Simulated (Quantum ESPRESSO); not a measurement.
# BPd4 (Pmm2) in Quantum ESPRESSO: reference runs

How does BPd4 come out in PBEsol? The cell is run as given.

Program: Quantum ESPRESSO 7.5. These are calculated values, not measurements. Logs are shortened: lines on timing, memory, paths and dates and some standing lists are left out, and cuts for length are marked.

## Step 1: The structure

Symmetry: Pmm2, No. 25, orthorhombic system. The conventional cell has a = 2.892 Å, b = 4.365 Å, c = 5.856 Å, α = 90.00°, β = 90.00°, γ = 90.00°. Pd (site symmetry mm2) is surrounded by 1 B at 1.96 Å. Around Pd (site symmetry mm2) lie 2 B at 2.03 Å. Pd (site symmetry mm2) has 10 Pd at 2.73 to 3.07 Å as nearest neighbours. Around Pd (site symmetry mm2) lie 2 B at 2.18 Å. Around B (site symmetry mm2) lie 5 Pd at 1.96 to 2.18 Å.

The cell comes from a database or a generator and needn't be the stable form of this composition.

## Step 2: Single point, PBEsol

Contents of pw.in:

```
&CONTROL
  calculation = 'scf'
  prefix = 'pwscf'
  outdir = './tmp'
  pseudo_dir = './pseudo'
  tprnfor = .true.
  tstress = .true.
  disk_io = 'low'
/
&SYSTEM
  ibrav = 0
  celldm(1) = 8
  nat = 5
  ntyp = 2
  ecutwfc = 45
  ecutrho = 360
  nbnd = 45
  occupations = 'smearing'
  smearing = 'fd'
  degauss = 0.00367493
/
&ELECTRONS
  conv_thr = 1d-09
  electron_maxstep = 120
  mixing_beta = 0.5
/
ATOMIC_SPECIES
Pd   106.4200 pd_pbesol_v1.4.uspp.F.UPF
B     10.8100 b_pbesol_v1.4.uspp.F.UPF
CELL_PARAMETERS alat
  0.6831430735332   0.0000000000000   0.0000000000000
  0.0000000000000   1.0310836581453   0.0000000000000
  0.0000000000000   0.0000000000000   1.3833539311922
ATOMIC_POSITIONS crystal
Pd     0.5000000000    0.0000000000    0.1975780000
Pd     0.0000000000    0.0000000000    0.6194700000
Pd     0.0000000000    0.5000000000    0.3291640000
Pd     0.5000000000    0.5000000000    0.8675610000
B      0.5000000000    0.0000000000    0.8632270000
K_POINTS automatic
9 6 5 0 0 0
```

Contents of pp_density.in:

```
&INPUTPP
  prefix = 'pwscf'
  outdir = './tmp'
  filplot = 'density.dat'
  plot_num = 0
/
&PLOT
  nfile = 1
  filepp(1) = 'density.dat'
  iflag = 3
  output_format = 6
  fileout = 'density.cube'
/
```

Contents of pp_potential.in:

```
&INPUTPP
  prefix = 'pwscf'
  outdir = './tmp'
  filplot = 'potential.dat'
  plot_num = 11
/
&PLOT
  nfile = 1
  filepp(1) = 'potential.dat'
  iflag = 3
  output_format = 6
  fileout = 'potential.cube'
/
```

Potentials or basis: GBRV 1.5 PBEsol.

Started as:

```bash
> OMP_NUM_THREADS=1 mpirun -n 2 pw.x -nk 2 -in pw.in > pw.out
> OMP_NUM_THREADS=1 mpirun -n 1 pp.x -in pp_density.in > pp_density.out
> OMP_NUM_THREADS=1 mpirun -n 1 pp.x -in pp_potential.in > pp_potential.out
```

pw.out:

```text
This program is part of the open-source Quantum ESPRESSO suite
     for quantum simulation of materials; please cite
[... 13 lines left out ...]
     --------------------
     sticks:   dense  smooth     PW     G-vecs:    dense   smooth      PW
     Sum        1293     649    199                57515    20359    3441

     Using Slab Decomposition

     bravais-lattice index     =            0
     lattice parameter (alat)  =       8.0000  a.u.
     unit-cell volume          =     498.8946 (a.u.)^3
     number of atoms/cell      =            5
     number of atomic types    =            2
     number of electrons       =        67.00
     number of Kohn-Sham states=           45
     kinetic-energy cutoff     =      45.0000  Ry
     charge density cutoff     =     360.0000  Ry
     scf convergence threshold =      1.0E-09
     mixing beta               =       0.5000
     number of iterations used =            8  plain     mixing
     Exchange-correlation= SLA  PW   PSX  PSC
                           (   1   4  10   8   0   0   0)

     celldm(1)=   8.000000  celldm(2)=   0.000000  celldm(3)=   0.000000
     celldm(4)=   0.000000  celldm(5)=   0.000000  celldm(6)=   0.000000

     crystal axes: (cart. coord. in units of alat)
               a(1) = (   0.683143   0.000000   0.000000 )
               a(2) = (   0.000000   1.031084   0.000000 )
               a(3) = (   0.000000   0.000000   1.383354 )

     reciprocal axes: (cart. coord. in units 2 pi/alat)
               b(1) = (  1.463822  0.000000  0.000000 )
               b(2) = (  0.000000  0.969853  0.000000 )
               b(3) = (  0.000000  0.000000  0.722881 )

     PseudoPot. # 1 for Pd read from file:
     pd_pbesol_v1.4.uspp.F.UPF
     Pseudo is Ultrasoft + core correction, Zval = 16.0
     Generated by new atomic code, or converted to UPF format
     Using radial grid of  887 points,  6 beta functions with:
                l(1) =   0
                l(2) =   0
                l(3) =   1
                l(4) =   1
                l(5) =   2
                l(6) =   2
     Q(r) pseudized with  8 coefficients,  rinner =    1.130   1.130   1.130
                                                       1.130   1.130

     PseudoPot. # 2 for B  read from file:
     b_pbesol_v1.4.uspp.F.UPF
     Pseudo is Ultrasoft + core correction, Zval =  3.0
     Generated by new atomic code, or converted to UPF format
     Using radial grid of  781 points,  4 beta functions with:
                l(1) =   0
                l(2) =   0
                l(3) =   1
                l(4) =   1
     Q(r) pseudized with  8 coefficients,  rinner =    1.100   1.100   1.100

     atomic species   valence    mass     pseudopotential
     Pd               16.00   106.42000     Pd( 1.00)
     B                 3.00    10.81000     B ( 1.00)

      4 Sym. Ops. (no inversion) found

   Cartesian axes

     site n.     atom                  positions (alat units)
         1        Pd     tau(   1) = (   0.3415715   0.0000000   0.2733203  )
         2        Pd     tau(   2) = (   0.0000000   0.0000000   0.8569463  )
         3        Pd     tau(   3) = (   0.0000000   0.5155418   0.4553503  )
         4        Pd     tau(   4) = (   0.3415715   0.5155418   1.2001439  )
         5        B      tau(   5) = (   0.3415715   0.0000000   1.1941485  )

     number of k points=    60  Fermi-Dirac smearing, width (Ry)=  0.0037
                       cart. coord. in units 2pi/alat
        k(    1) = (   0.0000000   0.0000000   0.0000000), wk =   0.0074074
        k(    2) = (   0.0000000   0.0000000   0.1445762), wk =   0.0148148
        k(    3) = (   0.0000000   0.0000000   0.2891523), wk =   0.0148148
        k(    4) = (   0.0000000   0.1616422   0.0000000), wk =   0.0148148
        k(    5) = (   0.0000000   0.1616422   0.1445762), wk =   0.0296296
        k(    6) = (   0.0000000   0.1616422   0.2891523), wk =   0.0296296
[... 52 lines left out ...]
        k(   59) = (   0.6505876  -0.4849267   0.1445762), wk =   0.0296296
        k(   60) = (   0.6505876  -0.4849267   0.2891523), wk =   0.0296296

     Dense  grid:    57515 G-vectors     FFT dimensions: (  36,  50,  72)

     Smooth grid:    20359 G-vectors     FFT dimensions: (  24,  36,  48)

     Initial potential from superposition of free atoms

     starting charge      64.9997, renormalised to      67.0000

     negative rho (up, down):  3.031E-01 0.000E+00
     Starting wfcs are   52 randomized atomic wfcs

     Self-consistent Calculation

     iteration #  1     ecut=    45.00 Ry     beta= 0.50
     Davidson diagonalization with overlap
     ethr =  1.00E-02,  avg # of iterations =  4.0

     negative rho (up, down):  3.001E-01 0.000E+00

     total energy              =    -797.17199818 Ry
     estimated scf accuracy    <       8.85628914 Ry

     iteration #  2     ecut=    45.00 Ry     beta= 0.50
     Davidson diagonalization with overlap
     ethr =  1.00E-02,  avg # of iterations =  2.0

     negative rho (up, down):  3.043E-01 0.000E+00

     total energy              =    -799.49748320 Ry
     estimated scf accuracy    <       8.62522488 Ry

     iteration #  3     ecut=    45.00 Ry     beta= 0.50
     Davidson diagonalization with overlap
     ethr =  1.00E-02,  avg # of iterations =  2.0

     negative rho (up, down):  3.050E-01 0.000E+00

     total energy              =    -800.53997956 Ry
     estimated scf accuracy    <       2.14993368 Ry

     iteration #  4     ecut=    45.00 Ry     beta= 0.50
     Davidson diagonalization with overlap
     ethr =  3.21E-03,  avg # of iterations =  1.1

     negative rho (up, down):  3.057E-01 0.000E+00

     total energy              =    -800.87475716 Ry
     estimated scf accuracy    <       0.50845390 Ry

     iteration #  5     ecut=    45.00 Ry     beta= 0.50
     Davidson diagonalization with overlap
     ethr =  7.59E-04,  avg # of iterations =  1.1

     negative rho (up, down):  3.060E-01 0.000E+00

     total energy              =    -800.89258593 Ry
     estimated scf accuracy    <       0.09215780 Ry
[... 46 lines left out ...]
     iteration # 11     ecut=    45.00 Ry     beta= 0.50
     Davidson diagonalization with overlap
     ethr =  2.03E-08,  avg # of iterations =  1.5

     negative rho (up, down):  3.072E-01 0.000E+00

     total energy              =    -800.90057578 Ry
     estimated scf accuracy    <       0.00000399 Ry

     iteration # 12     ecut=    45.00 Ry     beta= 0.50
     Davidson diagonalization with overlap
     ethr =  5.96E-09,  avg # of iterations =  1.0

     negative rho (up, down):  3.072E-01 0.000E+00

     total energy              =    -800.90057619 Ry
     estimated scf accuracy    <       0.00000011 Ry

     iteration # 13     ecut=    45.00 Ry     beta= 0.50
     Davidson diagonalization with overlap
     ethr =  1.63E-10,  avg # of iterations =  2.1

     negative rho (up, down):  3.072E-01 0.000E+00

     total energy              =    -800.90057620 Ry
     estimated scf accuracy    <          6.5E-09 Ry

     iteration # 14     ecut=    45.00 Ry     beta= 0.50
     Davidson diagonalization with overlap
     ethr =  9.66E-12,  avg # of iterations =  2.5

     negative rho (up, down):  3.072E-01 0.000E+00

     End of self-consistent calculation

          k = 0.0000 0.0000 0.0000 (  2537 PWs)   bands (ev):

   -35.2387 -35.0932 -35.0907 -34.8927 -34.7319 -34.6780 -34.5816 -34.2592
   -34.1905 -34.0780 -33.9709 -33.9348   5.8464   9.8322  10.0553  10.7545
    10.7831  11.3194  11.5191  11.8397  12.1529  12.3581  12.4462  13.1447
    13.2016  13.2031  13.4089  13.5446  13.8802  13.9601  14.1453  14.5182
    14.7975  15.0216  15.4071  15.7521  20.6433  20.7514  21.2621  21.6924
    24.0298  25.1155  27.3219  29.0026  29.1878

          k = 0.0000 0.0000 0.1446 (  2542 PWs)   bands (ev):

   -35.2376 -35.0932 -35.0918 -34.8917 -34.7360 -34.6750 -34.5816 -34.2586
   -34.1904 -34.0781 -33.9709 -33.9354   5.9431   9.6315  10.0733  10.7672
    10.8589  11.2653  11.6072  11.7724  11.9644  12.4067  12.4777  13.0571
    13.1113  13.1365  13.4355  13.4539  13.9681  13.9683  13.9851  14.1845
    14.7103  15.4017  15.8505  16.2125  20.5723  20.7884  20.8675  21.9555
    24.1469  25.3674  26.2618  29.2446  29.4587

          k = 0.0000 0.0000 0.2892 (  2556 PWs)   bands (ev):

   -35.2358 -35.0937 -35.0931 -34.8900 -34.7419 -34.6707 -34.5817 -34.2577
   -34.1904 -34.0781 -33.9709 -33.9364   6.1244   9.2011  10.1611  10.8678
    11.1353  11.1584  11.5417  11.7596  11.7848  12.4140  12.5420  12.8791
    12.9565  13.0242  13.1821  13.5218  13.6697  14.0388  14.0608  14.2419
    14.5402  15.3927  16.7822  17.0855  19.9612  20.3867  21.2410  22.3726
    23.5428  25.7008  25.8168  29.0774  29.5327

          k = 0.0000 0.1616 0.0000 (  2549 PWs)   bands (ev):

   -35.2407 -35.0931 -35.0910 -34.8890 -34.7279 -34.6786 -34.5806 -34.2581
   -34.1905 -34.0862 -33.9719 -33.9331   6.0273   9.8756  10.0883  10.4241
    10.9218  11.4410  11.4438  11.8804  12.1130  12.3991  12.5675  12.7296
    13.1416  13.2616  13.4024  13.6497  13.8984  14.0960  14.2142  14.5015
    14.6132  14.7794  15.2321  15.7593  20.2268  20.6656  20.8515  21.9373
    25.3400  25.8227  28.0369  28.4157  29.9506

          k = 0.0000 0.1616 0.1446 (  2547 PWs)   bands (ev):

   -35.2393 -35.0931 -35.0925 -34.8883 -34.7303 -34.6766 -34.5807 -34.2577
   -34.1905 -34.0861 -33.9719 -33.9337   6.1235   9.6369  10.1524  10.5410
    10.9283  11.4107  11.5306  11.7105  12.0432  12.3332  12.5852  12.6819
    13.1238  13.1987  13.4456  13.4743  13.7842  13.9390  14.2217  14.2439
    14.7198  15.2449  15.3737  16.3671  19.3181  21.0562  21.3259  22.3356
    24.8346  25.7550  27.2271  28.5512  29.8130
[... 462 lines left out ...]
   -35.2349 -35.2087 -35.0940 -34.8680 -34.7103 -34.7059 -34.6757 -34.3093
   -34.2452 -34.0888 -34.0802 -33.9236   7.7108   9.5487  10.0703  10.7639
    10.9733  11.2879  11.7737  11.9642  12.1135  12.3002  12.6196  12.7596
    13.0007  13.6615  13.8182  14.0711  14.3631  14.5720  14.7628  14.9447
    15.1285  15.6518  16.9136  17.7961  18.8416  19.2326  20.3383  22.5440
    23.9490  25.1031  25.9891  26.8863  27.5884

          k = 0.6506-0.4849 0.0000 (  2554 PWs)   bands (ev):

   -35.2332 -35.2090 -35.0967 -34.8678 -34.7141 -34.6942 -34.6908 -34.3090
   -34.2443 -34.0841 -34.0772 -33.9237   8.2465   9.7304   9.9505  10.2937
    10.9045  11.3921  11.4540  11.5038  12.3247  12.4871  12.6099  12.6514
    12.7176  13.3429  13.4643  13.7752  14.2921  14.5199  14.8792  15.2248
    15.7928  16.9364  17.1771  17.6875  18.7543  19.1652  20.4605  22.5596
    23.5790  23.9388  24.2753  25.3477  28.6492

          k = 0.6506-0.4849 0.1446 (  2546 PWs)   bands (ev):

   -35.2341 -35.2091 -35.0957 -34.8679 -34.7139 -34.6942 -34.6911 -34.3089
   -34.2444 -34.0841 -34.0770 -33.9236   8.1405   9.6674   9.8631  10.3623
    10.8800  11.3807  11.6476  11.7525  12.2394  12.3553  12.6022  12.7336
    12.8724  13.4332  13.5465  14.0432  14.2324  14.5465  14.7719  15.1925
    15.4309  16.7471  16.9283  17.9118  18.6984  18.9307  20.1977  22.5681
    23.4955  24.5985  24.8288  26.2323  28.0348

          k = 0.6506-0.4849 0.2892 (  2554 PWs)   bands (ev):

   -35.2355 -35.2092 -35.0940 -34.8680 -34.7136 -34.6943 -34.6915 -34.3089
   -34.2446 -34.0842 -34.0768 -33.9236   8.0010   9.4923   9.7450  10.6415
    10.8406  11.3125  11.8260  12.0254  12.0335  12.6211  12.6321  12.9569
    13.1265  13.4564  13.6377  14.0215  14.2985  14.5332  14.6540  15.0899
    15.1009  16.4315  17.0268  17.6829  17.7953  19.3636  20.0122  22.2431
    24.0411  25.7788  25.9912  27.0015  27.4641

     the Fermi energy is    15.3165 ev

!    total energy              =    -800.90057620 Ry
     estimated scf accuracy    <          9.7E-11 Ry
     smearing contrib. (-TS)   =      -0.00187745 Ry
     internal energy E=F+TS    =    -800.89869876 Ry

     The total energy is F=E-TS. E is the sum of the following terms:
     one-electron contribution =    -238.05147138 Ry
     hartree contribution      =     168.24325028 Ry
     xc contribution           =    -127.30311256 Ry
     ewald contribution        =    -603.78736510 Ry

     convergence has been achieved in  14 iterations

     negative rho (up, down):  3.072E-01 0.000E+00

     Forces acting on atoms (cartesian axes, Ry/au):

     atom    1 type  1   force =     0.00000000    0.00000000   -0.00647094
     atom    2 type  1   force =     0.00000000    0.00000000    0.00069525
     atom    3 type  1   force =     0.00000000    0.00000000   -0.00087231
     atom    4 type  1   force =     0.00000000    0.00000000    0.00503587
     atom    5 type  2   force =     0.00000000    0.00000000    0.00161213

     Total force =     0.008431     Total SCF correction =     0.000042

     Computing stress (Cartesian axis) and pressure

     negative rho (up, down):  3.072E-01 0.000E+00
          total   stress  (Ry/bohr**3)                   (kbar)     P=      -83.17
  -0.00058717   0.00000000   0.00000000          -86.38        0.00        0.00
   0.00000000  -0.00054863   0.00000000            0.00      -80.71        0.00
   0.00000000   0.00000000  -0.00056029            0.00        0.00      -82.42

=------------------------------------------------------------------------------=
   JOB DONE.
=------------------------------------------------------------------------------=
```

Run time: 57 s. Hardware: 2 MPI ranks of Intel Xeon Platinum 8488C (Sapphire Rapids), shared host; peak memory 0.44 GiB.

Results:

```
Free energy            : -10896.8075 eV
Pressure               : -8.3 GPa
Largest force          : 0.166 eV/Å
Band gap on the k mesh : none (metal or under the smearing width)
```

Forces on the atoms (eV/Å):
```
Pd   0.000  0.000 -0.166
Pd   0.000  0.000  0.018
Pd   0.000  0.000 -0.022
Pd   0.000  0.000  0.129
B    0.000  0.000  0.041
```
